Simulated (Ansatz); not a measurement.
TaVN2:

```
Ta V N
1.0
     3.04987    0.00000    0.00000
     0.00000    3.04987    0.00000
     0.00000    0.00000    4.29606
Ta V N
1 1 2
Direct
  0.00000 0.00000 0.00000
  0.50000 0.50000 0.50000
  0.50000 0.50000 0.00000
  0.00000 0.00000 0.50000
```

The cell comes from a database or a generator and needn't be the stable form of this composition.

| Item | Value |
| --- | --- |
| Program | Ansatz 0.2.0 |
| Task | single point |
| Functional | PBEsol |
| Potentials or basis | all-electron LAPW, scalar-relativistic |
| Cutoff | 379 eV (chosen from the basis error) |
| Basis error allowed | 0.001 eV/atom |
| k mesh | 9 × 9 × 6 |
| Occupations | fermi-dirac, width 0.05 eV |
| Spin | collinear spin, ferromagnetic start |
| Starting moments | [0.0, 2.0, 0.0, 0.0] μB |

On this cell: pressure -11.1 GPa; largest force under 0.003 eV/Å; net moment 0.93 μB per cell; site moments Ta -0.04; V +0.87; N +0.01, +0.02 μB; band gap on the k mesh none (metal or under the smearing width).

The same run follows on a disturbed copy (atoms moved at random, drawn with an rms of 0.05 Å):

```xyz
4
Lattice="3.0499 0.0000 0.0000 0.0000 3.0499 0.0000 0.0000 0.0000 4.2961" Properties=species:S:1:pos:R:3 pbc="T T T"
Ta   -0.0004   -0.0726    0.0082
V     1.5203    1.5069    2.1160
N     1.5016    1.5307    0.0211
N     0.0218    0.0008    2.1052
```

**Question.** What does the disturbed cell give?

**Answer.** The energy (extrapolated to zero smearing) moves by +16.6 meV/atom; pressure -9.8 GPa; largest force 1.049 eV/Å; net moment 0.92 μB per cell; site moments Ta -0.03; V +0.85; N +0.01, +0.02 μB; band gap on the k mesh none (metal or under the smearing width).

Forces on the atoms (eV/Å):
```
Ta  -0.246  0.913 -0.453
V    0.122  0.079  0.395
N    0.301 -0.871 -0.492
N   -0.177 -0.121  0.550
```

Stress tensor (GPa, compression positive):
```
 -9.33  -0.35   0.00
 -0.35  -9.59   0.06
  0.00   0.06 -10.62
```

The runs don't all hold the same shells in valence.
